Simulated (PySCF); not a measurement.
# C10H12BNO3: NMR shifts at several levels of theory, part 2 of 2

PySCF 2.14.0. Atoms count from 0. The steps go on from the part before.

### 6 NMR shieldings: KT2/pcSseg-1

Job settings and geometry (Å):

```
{"job": {"kind": "nmr", "xc": "KT2", "basis": "pcSseg-1", "pop": false}, "charge": 0, "multiplicity": 1}
C      4.091925     0.664261    -1.053493
C      4.207551    -0.608865    -0.493282
C      3.107166    -1.248820     0.094998
C      1.908861    -0.559217     0.091927
C      1.793582     0.718283    -0.468207
C      2.872287     1.356755    -1.050800
O      0.510913     1.158603    -0.331012
B     -0.160428     0.123896     0.324446
N     -1.512327     0.155105     0.666411
C     -2.199498    -0.960152     1.283387
C     -3.362752    -1.394618     0.405623
O     -4.215966    -0.315688     0.122580
C     -3.544988     0.730372    -0.530814
C     -2.389613     1.250871     0.309797
O      0.699765    -0.944702     0.588886
H      4.969031     1.133935    -1.504252
H      5.173196    -1.119086    -0.511893
H      3.183054    -2.243597     0.537020
H      2.769430     2.352499    -1.485126
H     -2.589607    -0.658843     2.274050
H     -1.493987    -1.789582     1.433556
H     -3.969412    -2.160733     0.911111
H     -2.965620    -1.828947    -0.535458
H     -3.154796     0.385297    -1.510958
H     -4.285062     1.523910    -0.713028
H     -1.820319     2.013552    -0.240164
H     -2.794895     1.720319     1.226175
```

Method: GIAO KT2/pcSseg-1 NMR shielding, non-relativistic, gas phase.

Standard output:

```text
coarse grid: 23712 points
cycle   1  E = -704.8785018188  dE =  2.552e+00  |g| = 1.110e+00  |ddm| = 5.097e+00
cycle   2  E = -704.3053100164  dE =  5.732e-01  |g| = 2.030e+00  |ddm| = 3.119e+00
cycle   3  E = -705.1006492232  dE = -7.953e-01  |g| = 2.660e-01  |ddm| = 2.406e+00
cycle   4  E = -705.1148582172  dE = -1.421e-02  |g| = 9.475e-02  |ddm| = 3.203e-01
cycle   5  E = -705.1165272805  dE = -1.669e-03  |g| = 4.237e-02  |ddm| = 1.060e-01
cycle   6  E = -705.1168980255  dE = -3.707e-04  |g| = 1.768e-02  |ddm| = 5.540e-02
cycle   7  E = -705.1169757540  dE = -7.773e-05  |g| = 5.122e-03  |ddm| = 2.160e-02
cycle   8  E = -705.1169818724  dE = -6.118e-06  |g| = 1.603e-03  |ddm| = 6.100e-03
final grid: 232368 points
cycle   9  E = -705.2176091998  dE = -5.165e-04  |g| = 2.029e-02  |ddm| = 1.357e-01
cycle  10  E = -705.2174746300  dE =  1.346e-04  |g| = 3.068e-02  |ddm| = 4.998e-02
cycle  11  E = -705.2176984289  dE = -2.238e-04  |g| = 6.000e-03  |ddm| = 3.504e-02
cycle  12  E = -705.2177067215  dE = -8.293e-06  |g| = 1.536e-03  |ddm| = 6.355e-03
cycle  13  E = -705.2177072158  dE = -4.942e-07  |g| = 6.266e-04  |ddm| = 1.950e-03
cycle  14  E = -705.2177073211  dE = -1.053e-07  |g| = 2.240e-04  |ddm| = 9.132e-04
cycle  15  E = -705.2177073327  dE = -1.157e-08  |g| = 6.087e-05  |ddm| = 2.254e-04
cycle  16  E = -705.2177073334  dE = -7.467e-10  |g| = 1.623e-05  |ddm| = 6.566e-05
converged SCF energy = -705.2177073334

GIAO shielding tensors (ppm)
atom      isotropic    diamagn.    paramagn.     s11        s22        s33       span
  0 C       67.123     253.575    -186.453    -27.894     59.131    170.131    198.026
  1 C       67.100     253.681    -186.581    -28.038     59.218    170.121    198.159
  2 C       77.297     252.764    -175.467      5.174     61.496    165.221    160.047
  3 C       37.374     256.934    -219.561    -26.491     33.270    105.342    131.833
  4 C       37.372     256.877    -219.506    -26.561     33.328    105.347    131.907
  5 C       77.309     252.774    -175.465      5.158     61.536    165.233    160.075
  6 O      155.766     401.166    -245.400     66.887    126.790    273.620    206.734
  7 B       79.796     205.987    -126.191     61.863     77.922     99.604     37.741
  8 N      183.543     331.132    -147.589    125.973    206.474    218.182     92.209
  9 C      135.293     247.230    -111.937    121.196    135.954    148.729     27.532
 10 C      112.089     251.320    -139.231     91.804    102.431    142.033     50.229
 11 O      270.680     391.174    -120.493    204.365    285.918    321.758    117.393
 12 C      112.079     251.370    -139.291     91.818    102.432    141.988     50.170
 13 C      135.237     247.289    -112.051    121.165    135.887    148.660     27.495
 14 O      155.840     401.139    -245.298     66.760    126.998    273.763    207.002
 15 H       24.430      26.791      -2.361     20.709     26.065     26.515      5.806
 16 H       24.421      26.818      -2.396     20.716     26.044     26.503      5.788
 17 H       24.318      31.538      -7.220     20.244     25.265     27.444      7.200
 18 H       24.318      31.538      -7.220     20.243     25.257     27.453      7.210
 19 H       28.073      29.506      -1.434     23.727     26.424     34.067     10.340
 20 H       27.761      33.356      -5.595     22.196     29.042     32.044      9.848
 21 H       27.432      26.789       0.643     23.104     26.582     32.609      9.504
 22 H       27.719      31.758      -4.039     22.786     28.258     32.113      9.327
 23 H       27.719      31.783      -4.064     22.788     28.264     32.105      9.317
 24 H       27.429      26.821       0.608     23.101     26.582     32.605      9.504
 25 H       27.748      33.400      -5.652     22.158     29.061     32.024      9.866
 26 H       28.076      29.537      -1.460     23.740     26.425     34.064     10.324
```

It took 31 s on 8 threads of AMD EPYC 9R45 (Zen 5), shared host.

In short: δ C3 145.8, C0 116.1, C2 105.9, C10 71.1, H17 6.86, H15 6.75 ppm (means over like atoms).

### 7 NMR shieldings: HF/pcSseg-1

Settings changed since step 6:

```diff
@@ -1,2 +1,2 @@
-{"job": {"kind": "nmr", "xc": "KT2", "basis": "pcSseg-1", "pop": false}, "charge": 0, "multiplicity": 1}
+{"job": {"kind": "nmr", "xc": "HF", "basis": "pcSseg-1", "pop": false}, "charge": 0, "multiplicity": 1}
 C      4.091925     0.664261    -1.053493
```

Level: GIAO HF/pcSseg-1 NMR shielding, non-relativistic, gas phase.

Standard output:

```text
final grid: 232368 points
cycle   1  E = -689.1495647200  dE =  4.886e+00  |g| = 9.684e-01  |ddm| = 4.895e+00
cycle   2  E = -689.3493158818  dE = -1.998e-01  |g| = 5.101e-01  |ddm| = 1.044e+00
cycle   3  E = -689.3973927947  dE = -4.808e-02  |g| = 1.206e-01  |ddm| = 4.207e-01
cycle   4  E = -689.4013430198  dE = -3.950e-03  |g| = 2.064e-02  |ddm| = 1.546e-01
cycle   5  E = -689.4014692029  dE = -1.262e-04  |g| = 5.490e-03  |ddm| = 3.106e-02
cycle   6  E = -689.4014805432  dE = -1.134e-05  |g| = 1.852e-03  |ddm| = 7.974e-03
cycle   7  E = -689.4014821404  dE = -1.597e-06  |g| = 5.501e-04  |ddm| = 3.660e-03
cycle   8  E = -689.4014823073  dE = -1.670e-07  |g| = 2.644e-04  |ddm| = 1.052e-03
cycle   9  E = -689.4014823335  dE = -2.619e-08  |g| = 5.667e-05  |ddm| = 4.624e-04
cycle  10  E = -689.4014823351  dE = -1.575e-09  |g| = 1.979e-05  |ddm| = 1.027e-04
cycle  11  E = -689.4014823352  dE = -1.544e-10  |g| = 5.691e-06  |ddm| = 3.385e-05
converged SCF energy = -689.4014823352

GIAO shielding tensors (ppm)
atom      isotropic    diamagn.    paramagn.     s11        s22        s33       span
  0 C       61.585     255.241    -193.656    -52.270     52.863    184.164    236.434
  1 C       61.549     255.369    -193.820    -52.446     52.944    184.150    236.596
  2 C       71.430     251.998    -180.568    -17.739     52.775    179.256    196.995
  3 C       36.226     253.564    -217.338    -56.762     39.919    125.521    182.283
  4 C       36.211     253.486    -217.275    -56.860     39.971    125.521    182.382
  5 C       71.444     251.983    -180.539    -17.760     52.826    179.267    197.027
  6 O      207.404     401.303    -193.898    129.597    183.673    308.943    179.346
  7 B       88.415     202.690    -114.274     65.514     86.062    113.669     48.155
  8 N      214.127     332.204    -118.077    153.168    240.520    248.693     95.525
  9 C      149.535     240.248     -90.713    139.750    148.308    160.546     20.796
 10 C      128.238     246.625    -118.387    113.823    119.082    151.809     37.986
 11 O      324.212     393.321     -69.109    280.157    331.665    360.814     80.658
 12 C      128.236     246.698    -118.461    113.837    119.098    151.774     37.937
 13 C      149.480     240.314     -90.834    139.726    148.226    160.488     20.762
 14 O      207.494     401.295    -193.801    129.558    183.905    309.018    179.461
 15 H       24.487      26.703      -2.215     20.175     26.421     26.867      6.692
 16 H       24.475      26.728      -2.252     20.177     26.397     26.851      6.674
 17 H       24.261      30.873      -6.612     19.527     25.256     28.000      8.473
 18 H       24.261      30.870      -6.609     19.527     25.248     28.009      8.482
 19 H       28.896      30.278      -1.382     24.342     26.814     35.532     11.190
 20 H       28.563      32.006      -3.444     22.047     29.695     33.945     11.898
 21 H       28.296      28.239       0.057     23.154     27.110     34.624     11.470
 22 H       28.686      30.673      -1.987     24.017     28.574     33.468      9.452
 23 H       28.687      30.702      -2.015     24.020     28.581     33.460      9.441
 24 H       28.294      28.269       0.025     23.151     27.110     34.621     11.469
 25 H       28.549      32.042      -3.492     22.008     29.717     33.922     11.914
 26 H       28.898      30.309      -1.411     24.353     26.814     35.528     11.175
```

Wall time 30 s (8 threads of AMD EPYC 9R45 (Zen 5), shared host).

In short: δ C3 154.6, C0 129.3, C2 119.4, C10 62.6, H17 7.42, H15 7.20 ppm (means over like atoms).

### 8 Run by run: NMR shifts

Shifts (ppm) of some atoms, chosen among heavy atoms and hydrogens apart, means over like atoms, with basis size and wall time:

```tsv
run	C0	C2	H17	H15	O6	O11	N8	functions	time
PBE0/pcSseg-1	126.6	116.2	7.16	7.09	172.2	43.4	75.6	315	50 s
PBE/pcSseg-1	123.9	113.0	6.96	6.94	188.9	62.0	86.7	315	32 s
wB97X-D/pcSseg-1	128.0	117.6	7.20	7.12	161.1	35.8	68.8	315	62 s
KT2/pcSseg-1	116.1	105.9	6.86	6.75	174.9	60.0	80.8	315	31 s
HF/pcSseg-1	129.3	119.4	7.42	7.20	125.9	9.1	51.6	315	30 s
```

### 9 Outcome

This closing draws on all 2 parts.

| quantity | value |
| --- | --- |
| point group | Cs |
| rotational constants (main isotopes) | 1.96, 0.30, 0.27 GHz |
| ¹³C shifts against TMS (PBE0/pcSseg-1, means over atoms taken as alike) | 154.6, 126.6, 116.2, 69.4, 45.9 ppm |
| ¹H shifts against TMS (PBE0/pcSseg-1, means over atoms taken as alike) | 7.16, 7.09, 3.47, 3.16 ppm |
| ¹⁷O shifts against H2O (PBE0/pcSseg-1, means over atoms taken as alike) | 172.2, 43.4 ppm |
| ¹¹B shifts against BF3·OEt2 (PBE0/pcSseg-1) | 23.2 ppm |
| ¹⁵N shifts against NH3 (PBE0/pcSseg-1) | 75.6 ppm |
| range of the shift of O6 (with its like atoms) | 125.9 to 188.9 ppm |

Single values in the summary come from the first sound run of each kind (PBE0/pcSseg-1), which need not be the best level. Relaxing lowered the energy by 0.061 eV in 7 steps; the close pair that moved most is C10–O11, from 1.420 to 1.404 Å. At PBE0/pcSseg-1: The largest span, 222 ppm, is at C0, C1, where the paramagnetic term is -196 ppm. NICS(1)zz of -27 ppm above the planar ring from C0 marks a diatropic (aromatic) ring current. In ppm, O6 (with its like atoms) moves most: its shift spreads over 63.1 ppm, from 125.9 (HF/pcSseg-1) to 188.9 (PBE/pcSseg-1).
